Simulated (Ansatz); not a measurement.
# GeH7Si2: the cost of one run

Computed with Ansatz 0.2.0, Gaussian basis. Level: the settings change from run to run.

## (1) The geometry

The geometry comes from an earlier relaxation with PBE0-D4 in a triple-zeta def2 set; it is a stationary point, not always the lowest conformer.

10 atoms, charge 0, spin multiplicity 2.

Atoms are counted from 1 here; the program's logs count them from 0.

Bond lengths: Si1–Ge2 2.371 Å, Si1–H4 1.489 Å, Si1–H5 1.489 Å, Ge2–Si3 2.379 Å, Ge2–H6 1.544 Å, Ge2–H7 1.540 Å, Si3–H8 1.487 Å, Si3–H9 1.486 Å, Si3–H10 1.487 Å. Angles: Ge2–Si1–H4 112.8°, Ge2–Si1–H5 114.4°, H4–Si1–H5 109.6°, Si1–Ge2–Si3 109.9°, Si1–Ge2–H6 110.9°, Si1–Ge2–H7 108.7°, Si3–Ge2–H6 109.7°, Si3–Ge2–H7 110.0°, H6–Ge2–H7 107.5°, Ge2–Si3–H8 109.6°, Ge2–Si3–H9 109.7°, Ge2–Si3–H10 110.8°, H8–Si3–H9 108.8°, H8–Si3–H10 108.9°, H9–Si3–H10 109.0°.

Coordinates:

```xyz
10

Si   -1.90822    0.62955   -0.83958
Ge    0.37770    0.79285   -0.23001
Si    1.00439   -1.09160    1.07971
H    -2.22623   -0.64033   -1.54941
H    -2.41990    1.78491   -1.62784
H     1.27741    0.87958   -1.48189
H     0.58169    2.08788    0.57739
H     0.76451   -2.33800    0.30557
H     0.18844   -1.13346    2.32145
H     2.44321   -1.02248    1.44761
```

## (2) B2GP-PLYP/def2-SVPD

Options: multiplicity 4, atoms shaken by 0.15 Å, finite nuclei, the search for lower states set to full.

in.yaml

```yaml
crystal:
  periodic: [false, false, false]
  atoms:
    - {symbol: Si, position_ang: [-1.792769, 0.621365, -0.977338]}
    - {symbol: Ge, position_ang: [0.275080, 0.734004, -0.324313]}
    - {symbol: Si, position_ang: [0.886498, -0.973868, 0.928108]}
    - {symbol: H, position_ang: [-2.496518, -0.488004, -1.216100]}
    - {symbol: H, position_ang: [-2.576212, 1.821495, -1.569342]}
    - {symbol: H, position_ang: [1.263303, 0.976159, -1.460383]}
    - {symbol: H, position_ang: [0.319767, 1.940705, 0.504196]}
    - {symbol: H, position_ang: [0.846684, -2.408186, 0.349367]}
    - {symbol: H, position_ang: [-0.007984, -1.074867, 2.314490]}
    - {symbol: H, position_ang: [2.296768, -1.259064, 1.304886]}
basis:
  gaussian: {orbitals: def2-SVPD, nuclear_model: gaussian}
magnetization: {spin_polarized: true, initial_magnetization: 3}
hamiltonian: {xc: {name: B2GP-PLYP}}
scf: {lower_state_search: full}
output: {forces: true}
```

Run with:

```sh
$ ansatz run in.yaml --threads 4 --pin off --events-out ev --progress --plain --max-ram 10444MiB
```

**Question.** How long does this run take on 4 threads of Arm Neoverse V2, shared host, and how much memory does it need?

About 56 s, with a peak of 0.87 GiB.
